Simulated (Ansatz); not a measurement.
Predict the output of the script below (the Python package of Ansatz (0.2.0)).

The script reads `brclh4sesi2.xyz`:
```text
9

Si   -1.60200   -0.30760   -0.26770
Se    0.12180    0.10670   -1.70740
Si    1.62470    0.35580   -0.00210
Cl    1.04300    1.91760    1.26770
Br    1.81550   -1.56200    1.17270
H    -1.30960   -1.50630    0.53150
H    -1.79740    0.84550    0.62310
H    -2.83320   -0.53300   -1.03920
H     2.93710    0.68310   -0.57860
```

The script, `energy_brclh4sesi2.py`:
```python
"""Electronic structure of the BrClH4SeSi2 molecule."""

from pathlib import Path
import json

import ansatz as az


def main() -> None:
    molecule = az.Crystal.molecule_from_extxyz("brclh4sesi2.xyz")

    calc = molecule.calculation()
    calc = calc.basis(gaussian="def2-SVP")
    calc = calc.functional("REVPBE0")
    calc = calc.orbitals()
    out = calc.run(threads=1, pin="off", runs_dir="runs")
    rep = out.report

    for key in ("converged", "free_energy_ev", "reference_energy_ev", "n_frozen", "n_occupied", "n_virtual"):
        print(f"{key:22s} {rep[key]}")

    state = rep["mean_field"]["state"]
    print(f"mean field: {state['energy']['hartree']:.7f} Ha, <S^2> = {abs(state['spin_squared']):.4f}, stability: {state.get('stability', {}).get('kind')}")

    lines = Path(rep["orbitals_path"]).read_text().splitlines()
    field_of = lambda key: [line.split("=")[1].strip() for line in lines if line.startswith(key)]
    orbitals = [(27.211386 * float(e), s, float(n)) for e, s, n in zip(field_of("Ene="), field_of("Spin="), field_of("Occup="))]
    homo = max(e for e, _, n in orbitals if n > 0.5)
    lumo = min(e for e, _, n in orbitals if n < 0.5)
    for e, spin, n in sorted(orbitals):
        if homo - 15 < e < lumo + 5:
            print(f"{spin:6s} {e:10.3f} eV  occupation {n:.0f}")
    with open("brclh4sesi2.json", "w") as handle:
        json.dump({k: rep[k] for k in ("free_energy_ev", "reference_energy_ev", "n_occupied", "n_virtual")}, handle, indent=1)


if __name__ == "__main__":
    main()
```

Running `python energy_brclh4sesi2.py` prints:
```text
converged              True
free_energy_ev         -163703.44745019215
reference_energy_ev    -163703.44745019215
n_frozen               0
n_occupied             [59, 59]
n_virtual              [79, 79]
mean field: -6015.9907316 Ha, <S^2> = 0.0000, stability: minimum
Alpha     -21.912 eV  occupation 2
Alpha     -20.042 eV  occupation 2
Alpha     -15.497 eV  occupation 2
Alpha     -14.676 eV  occupation 2
Alpha     -11.711 eV  occupation 2
Alpha     -11.386 eV  occupation 2
Alpha     -11.058 eV  occupation 2
Alpha     -10.517 eV  occupation 2
Alpha      -9.980 eV  occupation 2
Alpha      -9.676 eV  occupation 2
Alpha      -9.296 eV  occupation 2
Alpha      -9.080 eV  occupation 2
Alpha      -8.772 eV  occupation 2
Alpha      -8.577 eV  occupation 2
Alpha      -7.431 eV  occupation 2
Alpha      -0.954 eV  occupation 0
Alpha      -0.122 eV  occupation 0
Alpha       0.056 eV  occupation 0
Alpha       0.152 eV  occupation 0
Alpha       0.761 eV  occupation 0
Alpha       1.756 eV  occupation 0
Alpha       2.189 eV  occupation 0
Alpha       3.024 eV  occupation 0
```

It writes `brclh4sesi2.json`:
```json
{
 "free_energy_ev": -163703.44745019215,
 "reference_energy_ev": -163703.44745019215,
 "n_occupied": [
  59,
  59
 ],
 "n_virtual": [
  79,
  79
 ]
}
```

Notes:
- These settings explore the input space; basis and method may be short of convergence.
- The geometry is a force-field or estimated start, not a minimum of this method, and the basis set is short of its limit.
- Alpha marks a spatial orbital of a restricted run, filled by both spins.
- Levels such as HOMO and LUMO are orbital energies: with these approximate functionals they aren't the ionisation energy and electron affinity, and their gap isn't the fundamental gap.
- It ran for 9.6 s on 1 thread of Arm Neoverse V1 (shared host), peak memory 0.45 GiB.

(Lines on the test bed's own set-up are left out of the output.)
